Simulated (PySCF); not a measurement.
# A diatomic session: NaI

The task here is to estimate one member of a computed series from the others.

Program: PySCF 2.14.0. Level of theory: Na x2c-SVPall, I x2c-SVPall, spin-free X2C with a Gaussian nucleus. These are calculated values, not measurements.

Set-up of the first run:

A driver script around PySCF takes these settings:

```
atoms                         : Na, I
charge                        : 0
basis                         : Na x2c-SVPall, I x2c-SVPall
Hamiltonian                   : spin-free X2C with a Gaussian nucleus
basis functions               : 51
electrons treated             : 64
masses in u                   : 22.9898, 126.9045
levels                        : PBE0, PBE, r²SCAN, PBEsol, revPBE, BP86, HSE06, HF, MP2, SCS-MP2, CCSD, CCSD(T)
grid                          : 80 radial by 434 angular points
occupations                   : held fixed by the projection of orbital angular momentum
dissociation limit            : Na + I, each in its ground configuration
starting distance in angstrom : 2.885
values of 2S to try           : 0, 2
```

Started as:

```console
$ OMP_NUM_THREADS=1 python dia.py task.json out
```

Among the steps run: Input; The PBE0 curve of the state that the search chose; Excited determinants; PBE (GGA); r²SCAN (meta-GGA); PBEsol; revPBE (GGA); BP86 (GGA); HSE06; RHF; Correlated methods on the Hartree–Fock reference.

One table of the session follows, with a row left open; its other results are not shown here.

Energy (eV) from each level's lowest point:

```
R (Å)    RHF  RHF-MP2  RHF-SCS-MP2  RHF-CCSD  RHF-CCSD(T)
2.331  0.657    0.653        0.655       n/a          n/a
2.439  0.308    0.306        0.307     0.305        0.306
2.547      ?        ?            ?         ?            ?
2.629  0.032    0.031        0.032     0.031        0.031
2.710  0.000    0.000        0.000     0.000        0.000
2.791  0.004    0.004        0.004     0.004        0.004
2.900  0.050    0.050        0.049     0.050        0.050
3.035  0.153    0.154        0.153     0.154        0.154
3.198  0.319    0.322        0.320     0.323        0.322
3.415  0.577    0.585        0.581       n/a          n/a
```

Estimate the missing values for R (Å) = 2.547.

Worked estimate for «RHF». A straight line through the neighbours (2.439, 0.308) and (2.629, 0.032) gives 0.308 + (0.032 − 0.308) × (2.547 − 2.439) / (2.629 − 2.439) = 0.151; a parabola fitted to 4 rows on both sides gives 0.103.

As computed: RHF: 0.109; RHF-MP2: 0.108; RHF-SCS-MP2: 0.109; RHF-CCSD: 0.108; RHF-CCSD(T): 0.108. In «RHF» the line misses by +0.042 and the parabola by -0.006.
